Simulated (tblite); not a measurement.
# C5H10BrFSi2: the cost of one run

Computed with tblite 0.8.0 and PySCF 2.14.0, with density-fitted response routines of our own, on a single molecule in the gas phase. Atoms count from 0, in the outputs and in this text.

### 1 The molecule as given

19 atoms, charge 0, multiplicity 1; geometry from: force field or distance geometry start.

Bonds of the start (Å): F0–C1 1.38, C1–C2 1.32, C2–Si3 1.84, Si3–C4 1.85, C4–Br5 1.92, C4–C6 1.53, C6–Si7 1.84, C2–C8 1.49, C8–C1 1.48, Si3–H9 1.48, Si3–H10 1.47, C4–H11 1.11, C6–H12 1.09, C6–H13 1.10, Si7–H14 1.49, Si7–H15 1.46, Si7–H16 1.48, C8–H17 1.10, C8–H18 1.11.

### 2 Optimising the geometry with GFN2-xTB

What the job is given:

```
{"job": {"kind": "relax", "xc": "GFN2-xTB", "basis": "xTB"}, "charge": 0, "multiplicity": 1}
F      4.768900    -0.810600    -0.387400
C      3.637300    -0.016500    -0.330500
C      2.337400    -0.033000    -0.125100
Si     0.809900    -1.008200     0.205400
C     -0.703100     0.018100     0.474700
Br    -0.470700     1.881300     0.092300
C     -1.794800    -0.604700    -0.399400
Si    -3.390600     0.306500    -0.265100
C      2.955200     1.297800    -0.381700
H      1.022400    -1.804100     1.430700
H      0.656900    -1.948300    -0.918700
H     -1.036300    -0.106000     1.521100
H     -1.463100    -0.688900    -1.438000
H     -1.928700    -1.634600    -0.023400
H     -4.467900    -0.650300    -0.651400
H     -3.452300     1.521400    -1.078200
H     -3.599600     0.645500     1.165100
H      2.881600     1.697100    -1.404600
H      3.227800     1.946700     0.481700
```

Launch:

```console
$ OMP_NUM_THREADS=1 python probes_run.py task.json out
```

One launch serves the whole session: the jobs run in the order shown.

Q: Estimate the wall time and peak memory of this first job on 1 thread of Intel Xeon Platinum 8488C, shared host.

About 2.2 s, with a peak of 0.18 GiB.
